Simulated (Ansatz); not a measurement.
BaTaCuO5:

```
Ta Ba Cu O
1.0
     3.80533    0.00000    0.00000
     0.00000    3.80533    0.00000
     0.00000    0.00000    9.17285
Ta Ba Cu O
1 1 1 5
Direct
  0.00000 0.00000 0.70839
  0.50000 0.50000 0.02930
  0.00000 0.00000 0.27531
  0.00000 0.00000 0.91230
  0.00000 0.50000 0.23567
  0.50000 0.00000 0.23567
  0.00000 0.50000 0.66361
  0.50000 0.00000 0.66361
```

The cell comes from a database or a generator and needn't be the stable form of this composition.

| Quantity | Value |
| --- | --- |
| Program | Ansatz 0.2.0 |
| Task | single point |
| Functional | PBE |
| Potentials or basis | Ansatz PAW |
| Cutoff | 420 eV (not typed: the program's choice for these potentials) |
| k mesh | 7 × 7 × 3 |
| Occupations | fermi-dirac, width 0.05 eV |
| Spin | no spin polarisation |

On this cell: pressure -1.4 GPa; largest force 0.271 eV/Å; band gap on the k mesh none (metal or under the smearing width).

The same run follows on a disturbed copy (atoms moved at random, drawn with an rms of 0.05 Å):

```
Ta Ba Cu O
1.0
     3.80533    0.00000    0.00000
     0.00000    3.80533    0.00000
     0.00000    0.00000    9.17285
Ta Ba Cu O
1 1 1 5
Direct
  0.99980 0.99232 0.71204
  0.50447 0.50387 0.02879
  0.00944 0.99081 0.27525
  0.99999 0.99328 0.91152
  0.00165 0.49228 0.23984
  0.49737 0.00746 0.23662
  0.01202 0.49587 0.66602
  0.49296 0.99388 0.66659
```

Question: What does the disturbed cell give?

Answer: The energy (extrapolated to zero smearing) moves by +7.6 meV/atom; pressure -0.4 GPa; largest force 1.213 eV/Å; band gap on the k mesh none (metal or under the smearing width).

Forces in eV/Å, atoms in the order of the input:
```
Ta  -0.351  0.162 -1.149
Ba  -0.049 -0.097  0.503
Cu  -0.343  0.040  0.077
O   -0.015  0.036  1.016
O   -0.056  0.120 -0.399
O    0.417 -0.125 -0.341
O   -0.387 -0.191  0.162
O    0.785  0.055  0.130
```

Stress tensor (GPa, compression positive):
```
-0.86  0.01 -0.48
 0.01 -1.18  0.05
-0.48  0.05  0.84
```

Caveats: the run has no spin polarisation, though such a crystal can be magnetic; semilocal functionals often make such compounds metallic where correlation or magnetic order opens a gap, which also shifts bond lengths.
